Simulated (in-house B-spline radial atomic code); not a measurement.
# Pr⁵¹⁺: ionisation energy by several methods

How far do functionals differ on the ionisation energy of Pr⁵¹⁺? Each run solves Pr⁵¹⁺ and then the next ion ([He] 2s2 2p3).

The numbers are computed with in-house B-spline radial atomic code version 1 (Dirac-Coulomb, several functionals; spherical all-electron atom at the radial basis limit), except any that are marked as measured or tabulated.

## Step 1: What is computed

| Item | Value |
| --- | --- |
| element | praseodymium (Z = 59) |
| charge | +51 |
| electrons | 8 |
| configuration | [He] 2s2 2p4 |
| nucleus | Fermi, rms radius 4.892 fm |

The outer shells:

[He] 2s2 2p4
```
[He] core
2s [↑↓]
2p [↑↓][↑ ][↑ ]
```

The boxes only draw the filling; these runs are spin-restricted and spherical.

## Step 2: PBE, a GGA

The run's settings:

```ini
Z = 59
electrons = 8.0
configuration = [He] 2s2 2p4
hamiltonian = dirac
method = pbe,pbe
spin_polarised = False
nucleus = fermi
rms_radius = 4.8919
mass_number = 141
atomic_mass = 140.907659604
speed_of_light = 137.035999084
```

## Step 3: RPBE, a GGA

Settings: those of step 2 with these lines changed.

```diff
@@ -4,3 +4,3 @@
 hamiltonian = dirac
-method = pbe,pbe
+method = rpbe,pbe
 spin_polarised = False
```

## Step 4: relativistic LDA

Settings: those of step 3 with these lines changed.

```diff
@@ -4,3 +4,3 @@
 hamiltonian = dirac
-method = rpbe,pbe
+method = lda_x_rel,vwn
 spin_polarised = False
```

## Step 5: PBEsol, a GGA

Settings: those of step 4 with these lines changed.

```diff
@@ -4,3 +4,3 @@
 hamiltonian = dirac
-method = lda_x_rel,vwn
+method = pbesol
 spin_polarised = False
```

The tabulated ionisation energy is 9913 ± 4 eV (tabulated theoretical; NIST Atomic Spectra Database). What does each method give, and which comes nearest?

As calculated:

| method | rung | total energy (hartree) | ΔSCF (eV) | −ε highest (eV) | ΔSCF less tabulated (eV) |
| --- | --- | --- | --- | --- | --- |
| relativistic LDA | LDA | -6011.7142 | 10078.7 | 9772.2 (2p3/2) | +165.7 |
| PBE | GGA | -6029.2673 | 10097.8 | 9790.3 (2p3/2) | +184.8 |
| RPBE | GGA | -6029.8987 | 10097.7 | 9790.3 (2p3/2) | +184.7 |
| PBEsol | GGA | -6026.5698 | 10095.2 | 9787.8 (2p3/2) | +182.2 |

**Reading.** The tabulated ionisation energy is 9913 ± 4 eV (tabulated theoretical; NIST Atomic Spectra Database). relativistic LDA comes nearest (+165.7 eV) and PBE is farthest (+184.8 eV, 1.9 %). All methods miss on the same side by much the same amount, which points to something that they share. Open shells are averaged (over orientations, and over spins where the run is restricted), while tables refer to the lowest levels. For the semilocal functionals minus the highest level recovers only 97 % of their own ΔSCF value, a mark of self-interaction.
